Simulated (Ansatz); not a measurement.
# Alloy of GaP and GaN (8 of 32 P sites exchanged), 64 atoms

Aim: relax the alloy cell and compare the gap by PBEsol and HSE06.

All numbers are computed with Ansatz 0.2.0 (PAW, plane waves).

## Step 1: The starting cell

64 atoms (32 Ga, 24 P, 8 N); a = 10.407 Å, b = 10.407 Å, c = 10.407 Å, α = 90.00°, β = 90.00°, γ = 90.00°. All atoms were shaken off their sites by about 0.02 Å along each axis.

The runs, in order: (2) PBEsol cell relaxation at the single k point (¼, ¼, ¼), on 1 × NVIDIA GB300 Max-Q with 8 threads of Arm Neoverse-V2; (3) HSE06 single point at the single k point (¼, ¼, ¼), on 1 × NVIDIA GB300 Max-Q with 8 threads of Arm Neoverse-V2.

## Step 2: Relaxing cell and atoms with PBEsol

The input, in.yaml:

```yaml
crystal:
  lattice:
    - [10.406792, 0.000000, 0.000000]
    - [0.000000, 10.406792, 0.000000]
    - [0.000000, 0.000000, 10.406792]
  atoms:
    - { symbol: Ga, position: [0.000904, 0.001750, 0.000581] }
    - { symbol: Ga, position: [0.999924, 0.998785, 0.500530] }
    - { symbol: Ga, position: [0.000702, 0.500365, 0.999304] }
    - { symbol: Ga, position: [0.001200, 0.499645, 0.500797] }
    - { symbol: Ga, position: [0.503064, 0.999878, 0.002152] }
    - { symbol: Ga, position: [0.499037, 0.999040, 0.500386] }
    - { symbol: Ga, position: [0.498697, 0.495365, 0.998001] }
    - { symbol: Ga, position: [0.500469, 0.501081, 0.499085] }
    - { symbol: Ga, position: [0.250810, 0.249752, 0.999064] }
    - { symbol: Ga, position: [0.250762, 0.250934, 0.498939] }
    - { symbol: Ga, position: [0.248635, 0.749274, 0.000712] }
    - { symbol: Ga, position: [0.248581, 0.747577, 0.499367] }
    - { symbol: Ga, position: [0.750658, 0.249890, 0.999507] }
    - { symbol: Ga, position: [0.748560, 0.251222, 0.501104] }
    - { symbol: Ga, position: [0.746298, 0.749271, 0.999751] }
    - { symbol: Ga, position: [0.749707, 0.750865, 0.502192] }
    - { symbol: Ga, position: [0.246717, 0.000034, 0.251857] }
    - { symbol: Ga, position: [0.249811, 0.999194, 0.751063] }
    - { symbol: Ga, position: [0.252830, 0.499512, 0.250762] }
    - { symbol: Ga, position: [0.249731, 0.503670, 0.751847] }
    - { symbol: Ga, position: [0.751798, 0.001160, 0.251106] }
    - { symbol: Ga, position: [0.748793, 0.003081, 0.751456] }
    - { symbol: Ga, position: [0.749840, 0.501249, 0.250070] }
    - { symbol: Ga, position: [0.748213, 0.498834, 0.753289] }
    - { symbol: Ga, position: [0.000802, 0.248614, 0.247429] }
    - { symbol: Ga, position: [0.000968, 0.249755, 0.748603] }
    - { symbol: Ga, position: [0.003143, 0.747660, 0.247500] }
    - { symbol: Ga, position: [0.000730, 0.751126, 0.750345] }
    - { symbol: Ga, position: [0.498713, 0.247680, 0.250216] }
    - { symbol: Ga, position: [0.498216, 0.250186, 0.748524] }
    - { symbol: Ga, position: [0.498061, 0.748735, 0.248618] }
    - { symbol: Ga, position: [0.500960, 0.751077, 0.748851] }
    - { symbol: P, position: [0.127156, 0.124496, 0.126604] }
    - { symbol: P, position: [0.125009, 0.625205, 0.124125] }
    - { symbol: P, position: [0.123982, 0.622324, 0.623852] }
    - { symbol: P, position: [0.625283, 0.122615, 0.126392] }
    - { symbol: P, position: [0.623995, 0.125226, 0.624361] }
    - { symbol: P, position: [0.627479, 0.624408, 0.123074] }
    - { symbol: P, position: [0.627393, 0.623868, 0.626894] }
    - { symbol: P, position: [0.373822, 0.377099, 0.122679] }
    - { symbol: P, position: [0.373297, 0.373803, 0.623564] }
    - { symbol: P, position: [0.372894, 0.874331, 0.124195] }
    - { symbol: P, position: [0.878325, 0.373313, 0.128280] }
    - { symbol: P, position: [0.877177, 0.875132, 0.126382] }
    - { symbol: P, position: [0.875198, 0.872610, 0.625732] }
    - { symbol: P, position: [0.375023, 0.124555, 0.374387] }
    - { symbol: P, position: [0.374934, 0.625501, 0.376626] }
    - { symbol: P, position: [0.374831, 0.627961, 0.875057] }
    - { symbol: P, position: [0.877366, 0.126830, 0.374742] }
    - { symbol: P, position: [0.876642, 0.124439, 0.876340] }
    - { symbol: P, position: [0.874173, 0.621566, 0.373346] }
    - { symbol: P, position: [0.872127, 0.625345, 0.874826] }
    - { symbol: P, position: [0.123254, 0.372901, 0.373636] }
    - { symbol: P, position: [0.124383, 0.875006, 0.375635] }
    - { symbol: P, position: [0.624976, 0.375400, 0.381020] }
    - { symbol: P, position: [0.623241, 0.876711, 0.374469] }
    - { symbol: N, position: [0.126150, 0.125365, 0.626229] }
    - { symbol: N, position: [0.373366, 0.874875, 0.629399] }
    - { symbol: N, position: [0.875290, 0.376160, 0.619752] }
    - { symbol: N, position: [0.375419, 0.127641, 0.877169] }
    - { symbol: N, position: [0.126479, 0.372130, 0.876466] }
    - { symbol: N, position: [0.128726, 0.874260, 0.875461] }
    - { symbol: N, position: [0.624113, 0.374886, 0.876978] }
    - { symbol: N, position: [0.624945, 0.875624, 0.877261] }
  symmetry: { detect: false }
kpoints:
  mp_grid: { grid: [1, 1, 1], shift: [0.25, 0.25, 0.25] }
hamiltonian:
  xc: pbesol
scf:
  occupations: { method: fermi_dirac, width: 0.01 }
relax:
  f_tol: 0.03
  max_steps: 80
  escape_saddle: false
  adjacent_minimum: "off"
  cell: { fix: [shape] }
output:
  forces: true
  eigenvalues: true
  populations: true
```

Command:

```console
> ansatz run in.yaml --threads 8 --pin off --max-ram 118750MiB --runs-dir r --events-out ev --progress --plain --backend cuda --devices 0,
```

The runs that follow: Single point with HSE06.

What does the calculation give? Wanted: for each run, top filled to lowest empty.

The runs gave:

| level | time | top filled to lowest empty (eV) |
| --- | --- | --- |
| PBEsol, relaxation | 10 s (GPU) | 1.23 |
| HSE06 | 31 s (GPU) | 2.14 |

| quantity | value |
| --- | --- |
| relaxation | 7 recorded steps, 10.95 eV gained |
| largest shift | 0.40 Å (Ga2 and others alike) |
| relaxed cell | a = 10.403 Å, b = 10.403 Å, c = 10.403 Å, α = 90.00°, β = 90.00°, γ = 90.00° |
| mean bonds | Ga–N 2.046, Ga–P 2.331 Å |

**Reading.** Relaxation gains 10.95 eV, with shifts up to 0.40 Å (Ga2 and others alike), while the volume changes by -0.1 %. The mean lengths of the listed bonds run from Ga–N 2.05 Å to Ga–P 2.33 Å. At the same k points, PBEsol gives a spacing 0.91 eV smaller than the 2.14 eV of HSE06. With one k point the spacing samples only the states that fold onto it, so it can exceed the gap over the zone.
